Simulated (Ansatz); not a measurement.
# TaH (singlet): wave-function methods side by side at distance Ta1–H2 = 2.781 Å, def2-SVP

An exercise on one series of results from a longer session: the logs are not shown, and one member is left open.

Method: def2-SVP, core rule «outside noble gas», up to 4 orbitals frozen; program: Ansatz 0.2.0, Gaussian basis.

Plan: UHF; CCSD(T) on RHF; CCSD(T) on UHF; CISD; CCSDT(Q) on RHF; CCSDT(Q) on UHF; CASSCF and MRCISD+Q, 2 electrons in 2 orbitals; CASSCF and NEVPT2, 2 electrons in 2 orbitals; CASSCF and MRCISD+Q, 6 electrons in 7 orbitals; CASSCF and NEVPT2, 6 electrons in 7 orbitals; Full CI.

26 further runs of the same task are left out: 2 for a known fault of the program, 20 that didn't finish, 4 set aside as unsound or not needed.

### The system

The geometry derives from a PBE0/def2-TZVP stationary point (not a proven minimum). One bond is set to the value named and the two fragments are kept rigid. No spin-orbit coupling is included. Elements past krypton take def2 core potentials.

2 atoms, charge 0, spin multiplicity 1.

Atoms are counted from 1 here; the program's logs count them from 0.

No contacts short enough for the rule that draws bonds.

Set-up of the first run:

The input, in.yaml:

```yaml
crystal:
  periodic: [false, false, false]
  atoms:
    - {symbol: Ta, position_ang: [0.000000, 0.000000, 0.000000]}
    - {symbol: H, position_ang: [0.000000, 0.000000, 2.781000]}
basis:
  gaussian: {orbitals: def2-SVP}
magnetization: {spin_polarized: true, initial_magnetization: 0}
hamiltonian: {xc: hf}
output: {orbitals: {seedname: orbitals}}
```

On the command line:

```console
ansatz run in.yaml --threads 1 --pin off --events-out ev --progress --plain --max-ram 2393MiB
```

Among the steps run: UHF; CCSD(T) on RHF; CCSD(T) on UHF; CISD; CCSDT(Q) on RHF; CCSDT(Q) on UHF; CASSCF and MRCISD+Q, 2 electrons in 2 orbitals; CASSCF and NEVPT2, 2 electrons in 2 orbitals; CASSCF and MRCISD+Q, 6 electrons in 7 orbitals; CASSCF and NEVPT2, 6 electrons in 7 orbitals; Full CI.

One table of the session follows, with a row left open; its other results are not shown here.

It belongs to the step «Misses and costs». 

| method | from FCI (meV) |
| --- | --- |
| RHF | +4060.9 |
| RMP2 | +1730.7 |
| CISD | +946.5 |
| RCCSD | +520.2 |
| RCCSD(T) | +218.9 |
| RCCSDT | ? |
| RCCSDT(Q) | -13.2 |
| FCI | 0 |

Q: Estimate the row for RCCSDT from the others.

As computed: from FCI (meV): +46.2. In the column «from FCI (meV)» it lies between FCI (0) and RCCSD(T) (+218.9).

Left out of the table: CASSCF pair, NEVPT2 pair, MRCISD pair, MRCISD+Q pair, CASSCF valence, NEVPT2 valence, MRCISD valence, MRCISD+Q valence (the active space lost an orbital or holds another state than full CI finds).

Left out of the table: UHF, UMP2, UCCSD, UCCSD(T), UCCSDT, UCCSDT(Q) (another determinant or state than the rows shown).

To keep in mind: RCCSDT(Q) falls below full CI, which methods that aren't variational can do.
